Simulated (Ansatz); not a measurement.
**CH₆ClNSn: a ladder of functionals and wavefunction methods**

The task here is to estimate one member of a computed series from the others.

The runs use Ansatz 0.2.0, Gaussian basis; functionals in def2-TZVPP, the program's frozen cores in correlated methods.

Plan: LDA (SPW92), PBE-D4, revPBE-D4, BLYP-D4, r2SCAN-D4, B97M-V, PBE0-D4, B3LYP-D4, r2SCANh-D4, r2SCAN0-D4, HSE06-D4, BHLYP-D4, CAM-B3LYP-D4, LC-ωPBE, ωB97X-V, ωB97M-V, B2PLYP, PBE-QIDH; CCSD(T)/def2-SVP; CCSD(T)/def2-TZVPP; MP2/def2-QZVPP; extrapolation to the limit; RPA on PBE.

## Structure used throughout

The geometry comes from an earlier relaxation with PBE0-D4 in a triple-zeta def2 set; it is a stationary point, not always the lowest conformer. Sn takes the def2 core potential; no spin-orbit term is included.

SMILES `[CH3][SnH]([NH2])[Cl]`, 10 atoms, charge 0, spin multiplicity 1.

Atoms are counted from 1 here; the program's logs count them from 0.

Bond lengths: C1–Sn2 2.124 Å, C1–H5 1.089 Å, C1–H6 1.090 Å, C1–H7 1.090 Å, Sn2–N3 2.006 Å, Sn2–Cl4 2.345 Å, Sn2–H8 1.705 Å, N3–H9 1.009 Å, N3–H10 1.009 Å. Angles: Sn2–C1–H5 109.4°, Sn2–C1–H6 108.8°, Sn2–C1–H7 110.4°, H5–C1–H6 109.0°, H5–C1–H7 109.6°, H6–C1–H7 109.6°, C1–Sn2–N3 110.8°, C1–Sn2–Cl4 105.2°, C1–Sn2–H8 118.4°, N3–Sn2–Cl4 106.3°, N3–Sn2–H8 110.6°, Cl4–Sn2–H8 104.5°, Sn2–N3–H9 116.6°, Sn2–N3–H10 117.1°, H9–N3–H10 109.9°.

Set-up of the first run:

in.yaml reads:

```yaml
crystal:
  periodic: [false, false, false]
  atoms:
    - {symbol: C, position_ang: [-0.898965, 1.310841, 0.082739]}
    - {symbol: Sn, position_ang: [0.011866, -0.489428, -0.579990]}
    - {symbol: N, position_ang: [1.392085, -1.114053, 0.734483]}
    - {symbol: Cl, position_ang: [-1.698869, -2.092333, -0.549499]}
    - {symbol: H, position_ang: [-1.768857, 1.525878, -0.536867]}
    - {symbol: H, position_ang: [-1.221365, 1.182037, 1.116060]}
    - {symbol: H, position_ang: [-0.192625, 2.139135, 0.021121]}
    - {symbol: H, position_ang: [0.626983, -0.551357, -2.169159]}
    - {symbol: H, position_ang: [1.566691, -0.513497, 1.526081]}
    - {symbol: H, position_ang: [2.266056, -1.448322, 0.358034]}
basis:
  gaussian: {orbitals: def2-TZVPP}
hamiltonian: {xc: lda}
output: {orbitals: {seedname: orbitals}}
```

Run with:

```console
$ ansatz run in.yaml --threads 4 --pin off --events-out ev --progress --plain --max-ram 10444MiB
```

Among the steps run: LDA; PBE-D4 (GGA); revPBE-D4 (GGA); BLYP-D4 (GGA); r2SCAN-D4 (meta-GGA); B97M-V (meta-GGA); PBE0-D4 (hybrid); B3LYP-D4 (hybrid); r2SCANh-D4 (hybrid); r2SCAN0-D4 (hybrid); HSE06-D4 (hybrid); BHLYP-D4 (hybrid); CAM-B3LYP-D4 (range-separated); LC-ωPBE (range-separated); ωB97X-V (range-separated); ωB97M-V (range-separated); B2PLYP (double hybrid); PBE-QIDH (double hybrid).

One table of the session follows, with a row left open; its other results are not shown here.

It belongs to the step «Orbital energies across the functionals». 

| functional | HOMO (eV) | gap (eV) |
| --- | --- | --- |
| LDA (SPW92) | -6.17 | 4.80 |
| PBE-D4 | -6.01 | 4.86 |
| revPBE-D4 | -5.94 | 4.88 |
| BLYP-D4 | -5.88 | 4.74 |
| r2SCAN-D4 | -6.31 | 5.50 |
| B97M-V | -6.40 | 5.49 |
| PBE0-D4 | -7.43 | 7.23 |
| B3LYP-D4 | -7.17 | 6.64 |
| r2SCANh-D4 | -6.84 | 6.37 |
| r2SCAN0-D4 | -7.65 | 7.67 |
| HSE06-D4 | -7.02 | 6.46 |
| BHLYP-D4 | -8.75 | 9.40 |
| CAM-B3LYP-D4 | -8.85 | 9.59 |
| LC-ωPBE | -10.28 | 12.33 |
| ωB97X-V | ? | ? |
| ωB97M-V | -9.79 | 11.29 |

Q: Estimate the row for ωB97X-V from the others.

As computed: HOMO (eV): -9.89; gap (eV): 11.74. In the column «HOMO (eV)» it lies between LC-ωPBE (-10.28) and ωB97M-V (-9.79).
